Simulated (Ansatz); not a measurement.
**AlBH2OF2 (SMILES O[B](F)[AlH][F]): levels of theory compared**

Wanted: a comparison of 6 runs (HF/3-21G, B2PLYP/6-31G*, B3LYP/6-31G*, HSE06/6-31G*, wB97M-V/6-31G*, RPA@PBE/6-31G*) of AlBH2OF2. 

The calculation is run with Ansatz 0.2.0.

128 further runs of the same task are left out: 128 set aside as unsound or not needed.

### 1 The system as given

AlBH2OF2 has 7 atoms, charge 0, and is taken as a singlet. As SMILES, `O[B](F)[AlH][F]`. The Al4–H7 distance was set to 2.844 Å, away from the relaxed value. At this shape a bond of the SMILES string is far longer than usual.

Bond lengths: O1–B2 1.351 Å, B2–F3 1.331 Å, B2–Al4 2.153 Å, Al4–F5 1.661 Å, O1–H6 0.961 Å. Angles: O1–B2–F3 115.5°, O1–B2–Al4 122.4°, F3–B2–Al4 122.1°, B2–Al4–F5 111.0°, B2–O1–H6 113.4°.

### 2 The energy at HF/3-21G (run 1)

The input, input.yaml:

```yaml
crystal:
  periodic: [false, false, false]
  atoms:
    - symbol: O
      position_ang: [0.532780, 0.137339, 2.993956]
    - symbol: B
      position_ang: [0.582280, -0.371761, 1.744056]
    - symbol: F
      position_ang: [1.241280, -1.520961, 1.619456]
    - symbol: Al
      position_ang: [-0.341020, 0.605439, 0.062856]
    - symbol: F
      position_ang: [-1.082220, 2.016939, 0.527156]
    - symbol: H
      position_ang: [0.050580, 0.966139, 3.049956]
    - symbol: H
      position_ang: [-0.499600, -0.078200, -2.693300]
basis:
  gaussian: {orbitals: 3-21G.json}
hamiltonian: {xc: hf}
accuracy: high
output: {orbitals: {seedname: orbitals}}
```

The basis set 3-21G is read from a file made from the Basis Set Exchange's data (not shown).

Run with:

```console
$ ansatz run input.yaml --threads 1 --pin off --max-ram 3480MiB --events-out events.jsonl --progress --plain --runs-dir runs
```

The program printed:

```text
Warning: RAYON_NUM_THREADS=1 ignored (pool sized by the plan → 1); use --threads N
Functional definition: HF
  name "HF"
  exchange = exact_x
  correlation = 0
1139 factors; integrals over basis functions are off by at most 1.3e-8 eV
mean field evaluation 1: about -14651.5657 eV, gradient 4.3e1 eV
mean field evaluation 2: about -14651.7823 eV, gradient 4.4e1 eV
mean field evaluation 4: about -14655.9843 eV, gradient 2.4e0 eV
mean field evaluation 8: about -14656.0465 eV, gradient 3.1e-1 eV
mean field evaluation 16: about -14656.0469 eV, gradient 2.0e-8 eV
mean field -14656.04691813 eV, -538.5997900158 hartree, gradient 7.2e-8 eV, S^2 0.000000; 0 other end points of the search recorded, 0 dependent functions left out
reference -14656.04691813 eV, -538.5997900158 hartree; 23, 23 occupied and 30, 30 virtual orbitals, 1139 factors
Total energy: -14656.04691813 eV, -538.5997900158 hartree
```

Run time: 0.58 s. Hardware: 1 thread of Arm Neoverse V1, shared host; peak memory 0.11 GiB.

### 3 A single-point energy at B2PLYP/6-31G(d) (spherical functions) (run 2)

Edit input.yaml of step 2 so:

```diff
@@ -18,4 +18,8 @@
 basis:
-  gaussian: {orbitals: 3-21G.json}
-hamiltonian: {xc: hf}
+  gaussian:
+    orbitals: 6-31G_st_-spherical.json
+hamiltonian:
+  xc: {name: B2PLYP}
+correlation:
+  frozen_orbitals: {Al: 5, B: 1, F: 1, H: 0, O: 1}
 accuracy: high
```

The basis set 6-31G* is read from a file made from the Basis Set Exchange's data (not shown).

Run with:

```console
$ ansatz run input.yaml --threads 1 --pin off --max-ram 3480MiB --events-out events.jsonl --progress --plain --runs-dir runs
```

The program printed:

```text
Warning: RAYON_NUM_THREADS=1 ignored (pool sized by the plan → 1); use --threads N
Functional definition: B2PLYP
  name "B2PLYP"
  parameter a = 0.53
  parameter c = 0.27
  exchange = (1 - a)*b88_x + a*exact_x
  correlation = (1 - c)*lyp_c + c*(mp2_os + mp2_ss)
1688 factors; integrals over basis functions are off by at most 7.5e-9 eV
mean field evaluation 1: about -14766.0585 eV, gradient 5.2e1 eV
mean field evaluation 2: about -14766.0881 eV, gradient 5.2e1 eV
mean field evaluation 4: about -14771.1431 eV, gradient 2.9e0 eV
mean field evaluation 8: about -14771.1686 eV, gradient 3.4e-1 eV
mean field evaluation 16: about -14771.1690 eV, gradient 1.9e-4 eV
mean field -14771.16896094 eV, -542.8304470567 hartree, gradient 6.6e-8 eV, S^2 0.000000; 0 other end points of the search recorded, 0 dependent functions left out; unrestricted orbitals would lower it
9 core orbitals not correlated: weight in the atoms' cores, before any rotation towards them, 1.000 or more for the frozen orbitals, at most 0.000 for the correlated occupied ones
reference -14771.16898693 eV, -542.8304480118 hartree; 14, 14 occupied and 55, 55 virtual orbitals, 1688 factors
second order -22.08629893 eV of doubles, -0.00000000 eV of singles
Total energy: -14777.13228764 eV, -543.0495952709 hartree
```

It took 8.7 s on 1 thread of Arm Neoverse V1, shared host; peak memory 0.24 GiB.

Runs 3 to 4 aren't shown in full; the table further down has their settings and results.

### 4 The energy at wB97M-V/6-31G(d) (spherical functions) (run 5)

The input, molecule.yaml:

```yaml
crystal:
  periodic: [false, false, false]
  atoms:
    - symbol: O
      position_ang: [0.532780, 0.137339, 2.993956]
    - symbol: B
      position_ang: [0.582280, -0.371761, 1.744056]
    - symbol: F
      position_ang: [1.241280, -1.520961, 1.619456]
    - symbol: Al
      position_ang: [-0.341020, 0.605439, 0.062856]
    - symbol: F
      position_ang: [-1.082220, 2.016939, 0.527156]
    - symbol: H
      position_ang: [0.050580, 0.966139, 3.049956]
    - symbol: H
      position_ang: [-0.499600, -0.078200, -2.693300]
basis:
  gaussian: {orbitals: 6-31G_st_-spherical.json}
hamiltonian: {xc: {name: wB97M-V}}
accuracy: high
output: {orbitals: {seedname: orbitals}}
```

The basis set 6-31G* is read from a file made from the Basis Set Exchange's data (not shown).

Run with:

```console
$ ansatz run molecule.yaml --threads 1 --pin off --max-ram 3480MiB --events-out events.jsonl --progress --plain --runs-dir runs
```

The program printed:

```text
Warning: RAYON_NUM_THREADS=1 ignored (pool sized by the plan → 1); use --threads N
Functional definition: wB97M-V
  name "wB97M-V"
  parameter omega = 0.3/bohr
  parameter cx = 0.15
  parameter cx01 = 1.007
  parameter cx10 = 0.259
  parameter css00 = 0.443
  parameter css04 = -1.437
  parameter css10 = -4.535
  parameter css20 = -3.390
  parameter css43 = 4.278
  parameter cos00 = 1.000
  parameter cos10 = 1.358
  parameter cos20 = 2.924
  parameter cos21 = -8.812
  parameter cos60 = -1.390
  parameter cos61 = 9.142
  parameter b = 6.0
  parameter c = 0.01
  gx(w, u) = 1 - cx + cx01*u + cx10*w
  gss(w, u) = css00 + css04*u^4 + css10*w + css20*w^2 + css43*w^4*u^3
  gos(w, u) = cos00 + cos10*w + (cos20 + cos21*u)*w^2 + (cos60 + cos61*u)*w^6
  exchange = spin_sum(e_x_unif_sr(omega)*gx(b97_w, b97_u_x)) + cx*exact_x_sr(omega) + exact_x_lr(omega)
  correlation = spin_sum(e_c_pw_mod_same_spin*gss(b97_w, b97_u_same))
      + integral(e_c_pw_mod_opposite_spin*gos(b97_w_opposite, b97_u_opposite)) + vv10(b, c)
1688 factors; integrals over basis functions are off by at most 7.5e-9 eV
380 factors; integrals over basis functions are off by at most 2.9e-9 eV
mean field evaluation 1: about -14778.5864 eV, gradient 5.4e1 eV
mean field evaluation 2: about -14777.5981 eV, gradient 6.6e1 eV
mean field evaluation 4: about -14784.3341 eV, gradient 2.3e0 eV
mean field evaluation 8: about -14784.4265 eV, gradient 1.4e-1 eV
mean field evaluation 16: about -14784.4266 eV, gradient 5.4e-5 eV
mean field -14784.42660377 eV, -543.3176564443 hartree, gradient 3.2e-8 eV, S^2 0.000000; 0 other end points of the search recorded, 0 dependent functions left out
reference -14784.42660906 eV, -543.3176566386 hartree; 23, 23 occupied and 55, 55 virtual orbitals, 1688 factors
Total energy: -14784.42660906 eV, -543.3176566386 hartree
```

Wall time 74 s (1 thread of Arm Neoverse V1, shared host); peak memory 0.52 GiB.

### 5 A single-point energy at RPA@PBE/6-31G(d) (spherical functions) (run 6)

The input, run.yaml:

```yaml
crystal:
  periodic: [false, false, false]
  atoms:
    - {symbol: O, position_ang: [0.532780, 0.137339, 2.993956]}
    - {symbol: B, position_ang: [0.582280, -0.371761, 1.744056]}
    - {symbol: F, position_ang: [1.241280, -1.520961, 1.619456]}
    - {symbol: Al, position_ang: [-0.341020, 0.605439, 0.062856]}
    - {symbol: F, position_ang: [-1.082220, 2.016939, 0.527156]}
    - {symbol: H, position_ang: [0.050580, 0.966139, 3.049956]}
    - {symbol: H, position_ang: [-0.499600, -0.078200, -2.693300]}
basis:
  gaussian:
    orbitals: 6-31G_st_-spherical.json
accuracy: high
correlation:
  method: rpa
  frozen_orbitals: {Al: 5, B: 1, F: 1, H: 0, O: 1}
hamiltonian:
  xc: pbe
```

The basis set 6-31G* is read from a file made from the Basis Set Exchange's data (not shown).

Run with:

```console
$ ansatz run run.yaml --threads 1 --pin off --max-ram 3480MiB --events-out events.jsonl --progress --plain --runs-dir runs
```

The program printed:

```text
Warning: RAYON_NUM_THREADS=1 ignored (pool sized by the plan → 1); use --threads N
Functional definition: PBE
  name "PBE"
  parameter kappa = 0.804
  parameter beta = 0.06672455060314922
  exchange = pbe_x(kappa = kappa, mu = beta*pi^2/3)
  correlation = pbe_c(beta = beta)
1688 factors; integrals over basis functions are off by at most 7.5e-9 eV
mean field evaluation 1: about -14767.8539 eV, gradient 6.3e1 eV
mean field evaluation 2: about -14767.8416 eV, gradient 6.3e1 eV
mean field evaluation 4: about -14774.0600 eV, gradient 2.1e1 eV
mean field evaluation 8: about -14775.1137 eV, gradient 7.8e-1 eV
mean field evaluation 16: about -14775.1142 eV, gradient 3.8e-4 eV
mean field evaluation 32: about -14773.5284 eV, gradient 1.3e1 eV
mean field -14775.11419229 eV, -542.9754316347 hartree, gradient 4.2e-8 eV, S^2 0.000000; 1 other end points of the search recorded, 0 dependent functions left out
9 core orbitals not correlated: weight in the atoms' cores, before any rotation towards them, 1.000 or more for the frozen orbitals, at most 0.000 for the correlated occupied ones
reference -14734.21200277 eV, -541.4723038942 hartree; 14, 14 occupied and 55, 55 virtual orbitals, 1688 factors
Total energy: -14761.79350479 eV, -542.4859053981 hartree
```

Wall time 13 s (1 thread of Arm Neoverse V1, shared host); peak memory 0.25 GiB.

### 6 Overview of the runs

```tsv
run	level	frozen core orbitals	energy (Eh)	HOMO energy (eV)	LUMO energy (eV)	HOMO–LUMO gap (eV)	wall time
1	HF/3-21G	–	-538.599790	-8.68	0.25	8.92	0.58 s
2	B2PLYP/6-31G* (spherical functions)	9	-543.049595	-7.32	-1.43	5.89	8.7 s
3	B3LYP/6-31G* (spherical functions)	–	-543.443036	-6.33	-2.65	3.68	6.9 s
4	HSE06/6-31G* (spherical functions)	–	-542.979213	-6.14	-2.81	3.33	8.1 s
5	wB97M-V/6-31G* (spherical functions)	–	-543.317657	-8.26	-0.71	7.55	74 s
6	RPA@PBE/6-31G* (spherical functions)	9	-542.485905	–	–	–	13 s
```

### 7 Results

| quantity | value |
| --- | --- |
| run 6: total energy | -542.48591 Eh |
| run 6: RPA correlation energy (valence) | -1013.6 mEh |

In words: Over runs 1, 2, 3, 4, 5 the HOMO–LUMO gap runs from 3.33 eV (HSE06/6-31G*) to 8.92 eV (HF/3-21G). The two ends differ in method and basis. Totals of different functionals can't be ranked against each other. In run 2 the log says that unrestricted orbitals would lower the reference, so the values rest on an unstable closed-shell determinant (other closed-shell runs at this shape may share the fault). All runs together took 1.9 min, the longest 74 s.
